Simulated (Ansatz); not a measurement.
# AlClFHO (SMILES [OH][Al]([F])[Cl]): single points off equilibrium

One table from this session's results is given with a row withheld; the runs are named, their logs left out.

Program: Ansatz 0.2.0, Gaussian basis. Level of theory: single points in def2-TZVPP. These are calculated values, not measurements.

Cores are frozen in the correlated methods.

## Where the work starts

SMILES `[OH][Al]([F])[Cl]`, 5 atoms, charge 0, spin multiplicity 1.

Atoms are counted from 1 here; the program's logs count them from 0.

Bond lengths: O1–Al2 1.656 Å, O1–H5 0.860 Å, Al2–F3 1.867 Å, Al2–Cl4 1.862 Å. Angles: Al2–O1–H5 150.8°, O1–Al2–F3 113.5°, O1–Al2–Cl4 125.5°, F3–Al2–Cl4 120.9°.

Coordinates:

```mol
AlClFHO
  3D, bonds by distance, orders not assigned

  5  4  0  0  0  0  0  0  0  0999 V2000
    0.4404    1.0364   -0.4547 O   0  0
   -0.1654   -0.4354    0.0032 Al  0  0
    0.1805   -0.8591    1.7885 F   0  0
   -1.0229   -1.6481   -1.1190 Cl  0  0
    0.7453    1.8165   -0.2595 H   0  0
  1  2  8  0
  1  5  8  0
  2  3  8  0
  2  4  8  0
M  END
```

Set-up of the first run:

File run/in.yaml:

```yaml
crystal:
  periodic: [false, false, false]
  atoms:
    - {symbol: O, position_ang: [0.440400, 1.036400, -0.454700]}
    - {symbol: Al, position_ang: [-0.165400, -0.435400, 0.003200]}
    - {symbol: F, position_ang: [0.180500, -0.859100, 1.788500]}
    - {symbol: Cl, position_ang: [-1.022900, -1.648100, -1.119000]}
    - {symbol: H, position_ang: [0.745300, 1.816500, -0.259500]}
basis:
  gaussian: {orbitals: def2-TZVPP}
correlation: {method: ccsd_t}
output: {forces: true}
```

No record of the launch command was kept for these runs.

Among the steps run: CCSD(T)/def2-TZVPP; PBE0-D4/def2-TZVPP; wB97M-V/def2-TZVPP; r2SCAN-D4/def2-TZVPP; PBE-D4/def2-TZVPP; r2SCAN0-D4/def2-TZVPP; BLYP-D4/def2-TZVPP.

One table of the session follows, with a row left open; its other results are not shown here.

| method | RMS force component (eV/Å) | angle to CCSD(T) forces (°) | dipole (D) |
| --- | --- | --- | --- |
| CCSD(T) | 3.897 | reference | 2.21 |
| PBE0-D4 | 3.827 | 1.6 | 2.23 |
| wB97M-V | 3.823 | 1.3 | 2.22 |
| r2SCAN-D4 | 3.835 | 1.4 | 2.20 |
| PBE-D4 | ? | ? | ? |
| r2SCAN0-D4 | 3.813 | 2.2 | 2.26 |
| BLYP-D4 | 3.869 | 3.6 | 2.16 |

Estimate the missing values for PBE-D4.

**Answer.** RMS force component (eV/Å): 3.865; angle to CCSD(T) forces (°): 3.5; dipole (D): 2.16. In the column «RMS force component (eV/Å)» it lies between r2SCAN-D4 (3.835) and BLYP-D4 (3.869).
